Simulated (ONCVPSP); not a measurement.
# Mercury: generating and testing an ONCV potential

Task: generate the file, and judge it by its errors in other configurations, its logarithmic derivatives, its ghosts and its cutoff.

Method: ONCVPSP 4.0.1, PBE, scalar-relativistic.

### Step 1. The atom and the settings

Typed settings, in words:

```json
{
 "element": "mercury (Hg, Z = 80)",
 "type": "optimised norm-conserving Vanderbilt (ONCV)",
 "frozen core": "[Kr] 4d10 4f14 5s2",
 "valence charge": "18",
 "reference configuration": "5p6 5d10 6s2",
 "partial waves": "6s: rc 2.15 bohr, ncon 4, nbas 9, qcut 2.5 1/bohr, 2 projectors, debl 1.3 Ha; 5p: rc 1.10 bohr, ncon 4, nbas 9, qcut 8.6 1/bohr, 1 projector; 5d: rc 2.10 bohr, ncon 3, nbas 7, qcut 7.8 1/bohr, 1 projector",
 "local potential": "polynomial inside 1.00 bohr (lpopt 4, dvloc0 -1 Ha)",
 "core correction": "Teter function fitted to the true core (icmod 2), fcfact 0.55"
}
```

The nodes and maxima of the atom's own shells, from an earlier all-electron run, set the scale for the radii.

All-electron outer shells of the reference configuration (PBE, scalar-relativistic, ld1.x):

```tsv
shell	level (eV)	outermost node (bohr)	outermost maximum (bohr)
4f	-95.89	–	0.37
5p	-66.52	0.51	0.93
5d	-9.86	0.55	1.17
6s	-6.82	1.08	2.21
6p	-1.05	1.28	3.34
```

### Step 2. Generation

The input, Hg.dat:

```
# ATOM AND REFERENCE CONFIGURATION
# atsym  z   nc   nv     iexc    psfile
  Hg 80.00   11    3        4      upf
#
#   n    l    f
    1    0    2.00
    2    0    2.00
    2    1    6.00
    3    0    2.00
    3    1    6.00
    3    2   10.00
    4    0    2.00
    4    1    6.00
    4    2   10.00
    4    3   14.00
    5    0    2.00
    5    1    6.00
    5    2   10.00
    6    0    2.00
#
# PSEUDOPOTENTIAL AND OPTIMIZATION
# lmax
    2
#
#   l,   rc,      ep,       ncon, nbas, qcut
    0    2.15    0.00    4    9    2.50
    1    1.10    0.00    4    9    8.60
    2    2.10    0.00    3    7    7.80
#
# LOCAL POTENTIAL
# lloc, lpopt,  rc(5),   dvloc0
    4    4    1.00   -1.00
#
# VANDERBILT-KLEINMAN-BYLANDER PROJECTORs
# l, nproj, debl
    0    2    1.30
    1    1    2.40
    2    1    1.30
#
# MODEL CORE CHARGE
# icmod, fcfact, rcfact
    2    0.55    0.90
#
# LOG DERIVATIVE ANALYSIS
# epsh1, epsh2, depsh
   -4.00    5.00    0.02
#
# OUTPUT GRID
# rlmax, drl
    6.00    0.01
#
# TEST CONFIGURATIONS
# ncnf
    4
# nvcnf
#   n    l    f
    3
    5    1    6.00
    5    2   10.00
    6    0    1.00
#
    3
    5    1    6.00
    5    2   10.00
    6    0    0.00
#
    3
    5    1    6.00
    5    2    9.00
    6    0    0.00
#
    3
    5    1    5.00
    5    2   10.00
    6    0    2.00
#
```

On the command line:

```bash
$ oncvpsp.x < Hg.dat > Hg.out
```

Q: Predict the outcome of this session. Wanted: cutoffs for 1 and 0.1 mHa per electron, occupied waves; bound ghosts; GHOST(+) flags; largest test error; largest phase difference near zero energy, channels read; rms error of d²Exc/dn², without and with the model core.

The runs gave:

| quantity | value |
| --- | --- |
| cutoffs for 1 and 0.1 mHa per electron, occupied waves | 53 Ha and 205 Ha |
| bound ghosts | s at -160.46 eV |
| GHOST(+) flags | s at 109 eV |
| largest test error (AE − PS) | -165 meV, for 5p5 5d10 6s2 |
| largest phase difference near zero energy, channels read | 0.011 rad |
| rms error of d²Exc/dn², without and with the model core | 3.90 and 0.48 mHa |

**Reading.** It has a bound ghost (s), a state that the atom doesn't have, and that rules the file out. The worst unpolarised test, 5p5 5d10 6s2, is off by 165 meV on 73.3 eV; by total energies transferability rates as fair for so large an energy. That test lies far up in energy; among those under 40 eV, nearer to bonding, the largest error is 35 meV. By its cutoff, 53 Ha for the looser tolerance, it is hard. The tighter tolerance needs 205 Ha, and converged work needs a cutoff nearer that. At the looser tolerance the 5p wave is the slowest; 5d needs 20 Ha. Near zero energy the phases of the channels with partial waves agree within 0.011 rad. The program also flags highly localised states, GHOST(+) (s). These are tests on the free atom; a crystal test is still owed.
